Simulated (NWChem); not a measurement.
# CH4O2Si (SMILES CO[Si]O) at 3 levels

We compute a comparison of 3 runs (HF/STO-3G, HF/3-21G, B3LYP/6-31G*) of CH4O2Si. 

The results are computed with NWChem 7.3.0.

## Step 1: The molecule

CH4O2Si has 8 atoms, charge 0, and is taken as a singlet. SMILES: `CO[Si]O`. The coordinates come from a PBE0-D4/def2-TZVP relaxation. This is one conformer, not always the lowest.

Bond lengths: C1–O2 1.411 Å, O2–Si3 1.657 Å, Si3–O4 1.644 Å, C1–H5 1.092 Å, C1–H6 1.097 Å, C1–H7 1.092 Å, O4–H8 0.963 Å. Angles: C1–O2–Si3 123.9°, O2–Si3–O4 99.6°, O2–C1–H5 109.5°, O2–C1–H6 112.0°, O2–C1–H7 109.5°, Si3–O4–H8 117.2°, H5–C1–H6 108.6°, H5–C1–H7 108.7°, H6–C1–H7 108.6°.

## Step 2: Energy and forces at HF/STO-3G (run 1)

File ch4o2si.nw:

```
START ch4o2si
memory total 2200 mb

GEOMETRY units angstroms noautosym nocenter noautoz
  C    -0.595700    1.128900   -0.241700
  O     0.002900   -0.148600   -0.216100
  Si    0.765000   -0.787100    1.109800
  O     1.218200   -2.241000    0.490500
  H    -0.124000    1.736300   -1.017400
  H    -0.496000    1.649400    0.718400
  H    -1.658300    1.028200   -0.474300
  H     0.980000   -2.423400   -0.425000
END

BASIS spherical bse
  * library STO-3G
END

SCF
  thresh 1e-08
  maxiter 80
  noprint "final vectors analysis"
END

TASK scf gradient
```

Command:

```bash
$ nwchem ch4o2si.nw > ch4o2si.out
```

Output:

```text
[...]
  functions       =    28
[...]
  wavefunction    = RHF
[...]
         Total SCF energy =   -473.030699070480
      One-electron energy =   -981.954261557477
      Two-electron energy =    346.536220152992
 Nuclear repulsion energy =    162.387342334005
        Time for solution =      1.4s
[...]
                         RHF ENERGY GRADIENTS
    atom               coordinates                        gradient
                 x          y          z           x          y          z
   1 C      -1.125710   2.133312  -0.456747   -0.007118   0.007514  -0.010603
   2 O       0.005480  -0.280813  -0.408370   -0.005993   0.023407   0.013723
   3 Si      1.445640  -1.487403   2.097218   -0.001149  -0.010189  -0.016606
   4 O       2.302064  -4.234876   0.926911   -0.002288  -0.008188  -0.017237
   5 H      -0.234326   3.281131  -1.922607    0.001649  -0.005003   0.001338
   6 H      -0.937304   3.116914   1.357579    0.002893  -0.004355   0.002470
   7 H      -3.133733   1.943016  -0.896297    0.003267  -0.004254   0.000714
   8 H       1.851931  -4.579562  -0.803134    0.008739   0.001068   0.026200
[...]
```

Wall time 2.3 s (1 thread of Intel Xeon 6975P-C (Granite Rapids), shared host); peak memory 0.096 GiB.

## Step 3: Energy and forces at HF/3-21G (run 2)

File ch4o2si.nw:

```
start ch4o2si
memory 2200 mb
charge 0

geometry units au noautosym nocenter noautoz
  C  -1.12570985  2.13331182 -0.45674680
  O   0.00548021 -0.28081330 -0.40836982
  Si  1.44564049 -1.48740343  2.09721805
  O   2.30206437 -4.23487625  0.92691066
  H  -0.23432604  3.28113147 -1.92260736
  H  -0.93730416  3.11691427  1.35757925
  H  -3.13373283  1.94301640 -0.89629710
  H   1.85193160 -4.57956229 -0.80313360
end

basis spherical bse
  * library 3-21G
end

scf
  thresh 1e-08
  maxiter 80
end

task scf gradient
```

Command:

```bash
$ nwchem ch4o2si.nw > ch4o2si.out
```

Output:

```text
[...]
  functions       =    48
[...]
  wavefunction    = RHF
[...]
         Total SCF energy =   -476.334052438567
      One-electron energy =   -981.671887201503
      Two-electron energy =    342.950504176420
 Nuclear repulsion energy =    162.387330586515
        Time for solution =      1.0s
[...]
                         RHF ENERGY GRADIENTS
    atom               coordinates                        gradient
                 x          y          z           x          y          z
   1 C      -1.125710   2.133312  -0.456747    0.011309  -0.018859   0.007196
   2 O       0.005480  -0.280813  -0.408370   -0.001940   0.008830   0.006114
   3 Si      1.445640  -1.487403   2.097218   -0.006156  -0.009378  -0.029764
   4 O       2.302064  -4.234876   0.926911    0.000810   0.006968   0.011436
   5 H      -0.234326   3.281131  -1.922607    0.004178   0.002898  -0.005496
   6 H      -0.937304   3.116914   1.357579    0.001299   0.002241   0.006567
   7 H      -3.133733   1.943016  -0.896297   -0.007026  -0.002274  -0.001566
   8 H       1.851932  -4.579562  -0.803134   -0.002474   0.009574   0.005513
[...]
```

Wall time 2 s (1 thread of Intel Xeon 6975P-C (Granite Rapids), shared host); peak memory 0.096 GiB.

## Step 4: Energy and gradient at B3LYP/6-31G(d) (Cartesian functions) (run 3)

File m1.nw:

```
START m1
TITLE "CH4O2Si B3LYP"
memory 2200 mb

GEOMETRY noautosym nocenter noautoz
 C    -0.595700    1.128900   -0.241700
 O     0.002900   -0.148600   -0.216100
 Si    0.765000   -0.787100    1.109800
 O     1.218200   -2.241000    0.490500
 H    -0.124000    1.736300   -1.017400
 H    -0.496000    1.649400    0.718400
 H    -1.658300    1.028200   -0.474300
 H     0.980000   -2.423400   -0.425000
END

BASIS
 * library 6-31G*
END

DFT
 xc b3lyp
 grid xfine
 convergence energy 1e-08
 iterations 100
 mulliken
END

TASK dft gradient
```

Command:

```bash
$ nwchem m1.nw > m1.out
```

Output:

```text
[...]
          Wavefunction type:  closed shell.
          No. of atoms     :     8
          No. of electrons :    40
[...]
          Charge           :     0
          Spin multiplicity:     1
[...]
          AO basis - number of functions:    72
[...]
              XC Information
              --------------
                         B3LYP Method XC Potential
                     Hartree-Fock (Exact) Exchange  0.200
                        Slater Exchange Functional  0.800 local
                    Becke 1988 Exchange Functional  0.720 non-local
              Lee-Yang-Parr Correlation Functional  0.810
                  VWN I RPA Correlation Functional  0.190 local
[...]
 d= 0,ls=0.0,diis     1   -480.4057309211 -6.43D+02  1.87D-02  8.86D-01     2.0
[...]
 d= 0,ls=0.0,diis    11   -480.4940931551 -3.24D-10  1.18D-07  8.79D-11    19.8
         Total DFT energy =     -480.494093155070
      One electron energy =     -985.218482146233
           Coulomb energy =      387.419044265550
    Exchange-Corr. energy =      -45.081997608393
 Nuclear repulsion energy =      162.387342334005
[...]
      Total Density - Mulliken Population Analysis
     ---------------------------------------------
    Atom       Charge   Shell Charges
 -----------   ------   -------------------------------------------------------
    1 C    6     6.20   1.99  0.69  2.07  0.57  0.82  0.05
    2 O    8     8.54   1.99  0.90  2.94  0.92  1.77  0.02
    3 Si  14    13.46   2.00  1.99  5.96  1.21  1.23  0.67  0.26  0.14
    4 O    8     8.67   1.99  0.91  2.94  0.89  1.90  0.04
    5 H    1     0.84   0.53  0.31
    6 H    1     0.85   0.53  0.32
    7 H    1     0.84   0.53  0.31
    8 H    1     0.59   0.47  0.13
[...]
  wavefunction    = closed shell
                         DFT ENERGY GRADIENTS
    atom               coordinates                        gradient
                 x          y          z           x          y          z
   1 C      -1.125710   2.133312  -0.456747    0.002005  -0.004471  -0.000360
   2 O       0.005480  -0.280813  -0.408370    0.001777   0.002492   0.008342
   3 Si      1.445640  -1.487403   2.097218   -0.002022  -0.005841  -0.013384
   4 O       2.302064  -4.234876   0.926911   -0.005728   0.009434  -0.003895
   5 H      -0.234326   3.281131  -1.922607   -0.000711  -0.001452   0.001608
   6 H      -0.937304   3.116914   1.357579    0.000251  -0.001508  -0.001277
   7 H      -3.133733   1.943016  -0.896297    0.002148  -0.000130   0.000562
   8 H       1.851931  -4.579562  -0.803134    0.002282   0.001475   0.008403
[...]
```

It took 25 s on 1 thread of Intel Xeon 6975P-C (Granite Rapids), shared host; peak memory 0.14 GiB.

## Step 5: All runs side by side

```tsv
run	level	Cartesian functions	iteration cap	energy (Eh)	dipole moment (D)	largest force (eV/Å)	wall time
1	HF/STO-3G	no	80	-473.030699	1.25	1.429	2.3 s
2	HF/3-21G	no	80	-476.334052	2.43	1.636	2 s
3	B3LYP/6-31G* (Cartesian functions)	yes	100	-480.494093	2.22	0.758	25 s
```

## Step 6: Summary of results

```
                       quantity          value
            run 3: total energy  -480.49409 Eh
           run 3: dipole moment         2.22 D
             run 3: HOMO energy       -6.65 eV
             run 3: LUMO energy       -0.97 eV
           run 3: HOMO–LUMO gap        5.68 eV
run 3: largest force on an atom     0.758 eV/Å
```

The dipole moment (its size) runs from 1.25 D (HF/STO-3G) to 2.43 D (HF/3-21G). In run 1 the basis is minimal, so the values are rough. All runs together took 29 s, the longest 25 s.
